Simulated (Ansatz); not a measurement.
# Cr (Chromium): how the settings move a single-point run

Question: which choices in the input matter for Cr (Chromium)?

Method: reference: DFT, LDA, all-electron PAW with datasets made for the crystal, scalar-relativistic, in Ansatz 0.2.0.

### 1 The structure to begin with

The structure is hexagonal, space group P6_3/mmc (No. 194). The conventional cell has a = 2.714 Å, b = 2.714 Å, c = 4.410 Å, α = 90.00°, β = 90.00°, γ = 120.00°. Around Cr (site symmetry -6m2) lie 12 Cr at 2.71 Å.

As a file:

```
CELL_PARAMETERS angstrom
2.71400 0.00000 0.00000
1.35700 2.35039 0.00000
0.00000 0.00000 8.82000
ATOMIC_POSITIONS crystal
Cr 0.66667 0.66667 0.12500
Cr 0.66667 0.66667 0.62500
Cr 0.33333 0.33333 0.37500
Cr 0.33333 0.33333 0.87500
```

### 2 Reference

Input file input.yaml:

```yaml
crystal:
  lattice:
    - [2.714, 0.0, 0.0]
    - [1.357, 2.3503929459, 0.0]
    - [0.0, 0.0, 8.82]
  atoms:
    - { symbol: Cr, position: [0.6666666666, 0.6666666667, 0.125], spin: 3.0 }
    - { symbol: Cr, position: [0.6666666666, 0.6666666667, 0.625], spin: 3.0 }
    - { symbol: Cr, position: [0.3333333334, 0.3333333333, 0.375], spin: 3.0 }
    - { symbol: Cr, position: [0.3333333334, 0.3333333333, 0.875], spin: -3.0 }
magnetization:
  spin_polarized: true
kpoints:
  mp_grid: { grid: [11, 11, 3] }
scf:
  occupations: { method: fermi_dirac, width: 0.03 }
  lower_state_search: "off"
hamiltonian:
  xc: lda
  pseudopotentials: { kind: all_electron, datasets: crystal }
output:
  forces: true
  stress: true
  eigenvalues: true
```

On the command line:

```bash
> ansatz run input.yaml --threads 2 --pin off --max-ram 6144MiB --backend cpu --events-out ev --progress --plain --runs-dir out
```

### 3 Changed: occupations.method methfessel_paxton, occupations.width 0.2

input.yaml: that of step 2 with these lines changed.

```diff
@@ -15,3 +15,3 @@
 scf:
-  occupations: { method: fermi_dirac, width: 0.03 }
+  occupations: { method: methfessel_paxton, width: 0.2 }
   lower_state_search: "off"
```

**Question.** What will these runs give? Wanted: for each run, ending; energy change; pressure; abs. moment; force.

As calculated:

```csv
run,ending,energy change,pressure (GPa),abs. moment (μB),force (eV/Å),cycles,time
reference,converged,0,-37.9,2.73,0.00,48,86 s
"1: occupations.method methfessel_paxton, occupations.width 0.2",converged,-0.3 meV/atom (σ→0),-38.2,2.44,0.00,39,72 s
```

Residual by cycle in the longest SCF loop of each run; runs are numbered as in the table. The quantity is the density residual dr2, in eV.

```csv
cycle,reference,run 1
1,24,24
5,0.214,0.278
10,9.2e-4,4.7e-4
14,0.0139,0.0197
18,0.0451,0.0425
22,0.00251,0.00485
27,0.00347,0.0571
31,5.4e-4,1.6e-4
35,0.00147,8.8e-5
39,8.4e-5,7.9e-8
44,2.3e-5,-
48,6.1e-8,-
```

What this shows: Changing the smearing moves the energy by -0.3 meV/atom (σ→0 values), and the pressure goes from -37.9 to -38.2 GPa and the absolute moment goes from 2.73 to 2.44 μB. Cost: 39 SCF cycles against 48. The structure is not at rest: the sound run finds -38 GPa, so these are no properties of the relaxed crystal. 
